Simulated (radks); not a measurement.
# Fractional charge and spin in the 5s shell of antimony

The task here is to estimate one member of a computed series from the others.

The numbers are computed with radks (a radial shooting solver on a logarithmic mesh, Libxc functionals) version 1 (scalar-relativistic Kohn-Sham, PBE, spin-polarised, spherical densities, finite nucleus), except any that are marked as measured or tabulated.

### The atom as given

```
element            : antimony (Z = 51)
configuration      : [Kr] 4d10 5p(up 1.5, down 1.5) 5s(up 1, down 1)
nuclear rms radius : 4.6802 fm
```

A shell typed twice in an input gives spin up, then spin down.

Set-up of the first run:

The run's settings:

```text
Z 51
configuration [Kr] 4d10 5p1.5 5p1.5 5s1 5s1
relativity scalar-relativistic
functional pbe,pbe
spin polarised
nucleus finite rms 4.6802 fm
c 137.035999084
```

Steps of the session up to this table: 5s: up 1, down 1.

One table of the session follows, with a row left open; its other results are not shown here.

It belongs to the step «5s: up 1, down 1». Radial moments (bohr):

| level | <r> | outermost maximum (interpolated) | 90 % within | nodes |
| --- | --- | --- | --- | --- |
| 3s | 0.3305 | 0.300 | 0.486 | 2 |
| 3p | ? | ? | ? | ? |
| 3d | 0.3054 | 0.244 | 0.481 | 0 |
| 4s | 0.7908 | 0.723 | 1.14 | 3 |
| 4p | 0.8523 | 0.762 | 1.25 | 2 |
| 4d | 1.030 | 0.847 | 1.59 | 1 |
| 5s | 2.227 | 1.90 | 3.29 | 4 |
| 5p | 2.919 | 2.34 | 4.47 | 3 |

Estimate the missing values for 3p.

As computed: <r>: 0.3288; outermost maximum (interpolated): 0.293; 90 % within: 0.494; nodes: 1. In the column «<r>» it lies between 3d (0.3054) and 3s (0.3305).
